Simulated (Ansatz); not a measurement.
# CH5BN2: vertical ionisation energy

The task here is to estimate one member of a computed series from the others.

Method: unrestricted cation, the program's frozen cores in correlated methods; program: Ansatz 0.2.0, Gaussian basis.

Plan: UKS PBE-D4/def2-TZVPP; UKS r2SCAN-D4/def2-TZVPP; UKS PBE0-D4/def2-TZVPP; UKS B3LYP-D4/def2-TZVPP; UKS wB97X-V/def2-TZVPP; UKS wB97M-V/def2-TZVPP; UKS B2PLYP/def2-TZVPP; UHF-MP2/def2-TZVPP; UHF-MP2/def2-QZVPP; then −ε(HOMO) from the neutral's earlier runs with LDA (SPW92), PBE-D4, revPBE-D4, BLYP-D4, r2SCAN-D4, B97M-V, PBE0-D4, B3LYP-D4, r2SCANh-D4, r2SCAN0-D4, HSE06-D4, BHLYP-D4, CAM-B3LYP-D4, LC-ωPBE, ωB97X-V, ωB97M-V.

1 further run of the same task is left out (it didn't finish).

## The relaxed structure

The geometry comes from an earlier relaxation with PBE0-D4 in a triple-zeta def2 set; it is a stationary point, not always the lowest conformer.

9 atoms, charge 0, spin multiplicity 1.

Atoms are counted from 1 here; the program's logs count them from 0.

Bond lengths: N1–C2 1.431 Å, N1–H5 1.010 Å, N1–H6 1.010 Å, C2–B3 1.561 Å, C2–N4 1.467 Å, C2–H7 1.092 Å, B3–N4 1.341 Å, B3–H8 1.184 Å, N4–H9 1.004 Å. Angles: C2–N1–H5 112.4°, C2–N1–H6 112.7°, H5–N1–H6 108.5°, N1–C2–B3 121.1°, N1–C2–N4 117.3°, N1–C2–H7 115.1°, B3–C2–N4 52.5°, B3–C2–H7 121.0°, N4–C2–H7 113.6°, C2–B3–N4 60.2°, C2–B3–H8 154.8°, N4–B3–H8 144.9°, C2–N4–B3 67.4°, C2–N4–H9 135.2°, B3–N4–H9 156.4°.

Coordinates:

```
N     0.1429    1.1944   -0.6406
C    -0.3642   -0.0772   -0.2223
B     0.5912   -1.1941    0.3032
N    -0.1305   -0.4699    1.1715
H     0.7840    1.1174   -1.4170
H    -0.5899    1.8426   -0.8924
H    -1.3664   -0.3172   -0.5827
H     1.4142   -2.0390    0.1947
H    -0.3928   -0.1032    2.0683
```

Set-up of the first run:

Contents of in.yaml:

```yaml
crystal:
  periodic: [false, false, false]
  atoms:
    - {symbol: N, position_ang: [0.142944, 1.194368, -0.640584]}
    - {symbol: C, position_ang: [-0.364161, -0.077221, -0.222272]}
    - {symbol: B, position_ang: [0.591189, -1.194096, 0.303181]}
    - {symbol: N, position_ang: [-0.130499, -0.469895, 1.171494]}
    - {symbol: H, position_ang: [0.783988, 1.117386, -1.416970]}
    - {symbol: H, position_ang: [-0.589896, 1.842609, -0.892415]}
    - {symbol: H, position_ang: [-1.366435, -0.317211, -0.582685]}
    - {symbol: H, position_ang: [1.414171, -2.039043, 0.194738]}
    - {symbol: H, position_ang: [-0.392801, -0.103199, 2.068312]}
basis:
  gaussian: {orbitals: def2-TZVPP}
total_charge: 1
magnetization: {spin_polarized: true, initial_magnetization: 1}
hamiltonian: {xc: pbe, dispersion: d4}
```

Steps of the session up to this table: Cation, UKS PBE-D4/def2-TZVPP; Cation, UKS r2SCAN-D4/def2-TZVPP; Cation, UKS PBE0-D4/def2-TZVPP; Cation, UKS B3LYP-D4/def2-TZVPP; Cation, UKS wB97X-V/def2-TZVPP; Cation, UKS wB97M-V/def2-TZVPP; Cation, UKS B2PLYP (frozen core)/def2-TZVPP; Cation, UHF-MP2/def2-TZVPP; Cation, UHF-MP2/def2-QZVPP.

One table of the session follows, with a row left open; its other results are not shown here.

It belongs to the step «Ionisation energies side by side». Orbital estimates, from the neutral's runs:

| functional | −ε(HOMO) (eV) |
| --- | --- |
| LDA (SPW92) | 5.59 |
| PBE-D4 | 5.45 |
| revPBE-D4 | 5.39 |
| BLYP-D4 | 5.34 |
| r2SCAN-D4 | 5.71 |
| B97M-V | 5.84 |
| PBE0-D4 | 6.86 |
| B3LYP-D4 | ? |
| r2SCANh-D4 | 6.25 |
| r2SCAN0-D4 | 7.05 |
| HSE06-D4 | 6.46 |
| BHLYP-D4 | 8.20 |
| CAM-B3LYP-D4 | 8.30 |
| LC-ωPBE | 9.68 |
| ωB97X-V | 9.31 |
| ωB97M-V | 9.23 |

Estimate the missing values for B3LYP-D4.

Worked estimate for «−ε(HOMO) (eV)». Against the share of exact exchange, BLYP-D4 (0, 5.34), BHLYP-D4 (0.5, 8.20) give a slope of 5.72 per unit share; at 0.2 the line stands at 6.48.

As computed: −ε(HOMO) (eV): 6.63. In «−ε(HOMO) (eV)» the line misses by -0.15.
